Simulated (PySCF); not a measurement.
# BW (quartet): the SCF solver's settings

Aim: find out which solver settings change the answer for BW (quartet).

Program: PySCF 2.14.0. Level of theory: each script names its method and basis. These are calculated values, not measurements.

2 further runs of the same task are left out: 2 that didn't finish.

## 1. The starting structure

BW (quartet): 2 atoms, charge 0, spin multiplicity 4.

Bond lengths: B1–W2 1.890 Å.

## 2. Base script

input.py

```python
from pyscf import gto, scf

mol = gto.M(
    atom='B 0 0 0; W 0 0 1.89',
    basis='sbkjc',
    ecp={'B': 'sbkjc', 'W': 'sbkjc'},
    charge=0,
    spin=3,
    verbose=3,
)
mf = scf.UHF(mol)
mf.level_shift = 0.3
mf = mf.newton()
mf.kernel()
mf.dip_moment()
print('orbital energies (hartree):', [e[max(0, n-3):n+3].round(4) for e, n in zip(mf.mo_energy, mol.nelec)])
```

Command:

```console
OMP_NUM_THREADS=1 python input.py
```

Its log is not repeated here.

In short: E(SCF) = -69.448982 Eh, ⟨S²⟩ = 3.798, μ = 1.74 D.

The bond length is a typed value, not an optimised one. No search for the lowest state was made; open d or f shells can end in a higher solution. The quartet is typed in the script; nothing here shows that it is the ground state.

## 3. DIIS space 4

Variant 1 changes DIIS space: default → 4.

input.py

```python
from pyscf import gto, scf

mol = gto.M(
    atom='B 0 0 0; W 0 0 1.89',
    basis='sbkjc',
    ecp={'B': 'sbkjc', 'W': 'sbkjc'},
    charge=0,
    spin=3,
    verbose=3,
)
mf = scf.UHF(mol)
mf.level_shift = 0.3
mf.diis_space = 4
mf = mf.newton()
mf.kernel()
mf.dip_moment()
print('orbital energies (hartree):', [e[max(0, n-3):n+3].round(4) for e, n in zip(mf.mo_energy, mol.nelec)])
```

Command:

```console
OMP_NUM_THREADS=1 python input.py
```

## 4. Cycle limit 200

Variant 2 changes cycle limit: 50 → 200.

input.py, as its differences from that of step 2:

```diff
@@ -11,2 +11,3 @@
 mf = scf.UHF(mol)
+mf.max_cycle = 200
 mf.level_shift = 0.3
```

Q: Predict the outcome of this session. Wanted: for each run, E(SCF); from base; SCF dipole.

**Answer**, as computed:

```
            run  E(SCF) (hartree)  from base (eV)  SCF dipole (D)
           base        -69.448982               0            1.74
   DIIS space 4        -69.448982          0.0000            1.74
cycle limit 200        -69.448982          0.0000            1.74
```

**Reading.** No change of the SCF energy comes from DIIS space 4 or cycle limit 200.
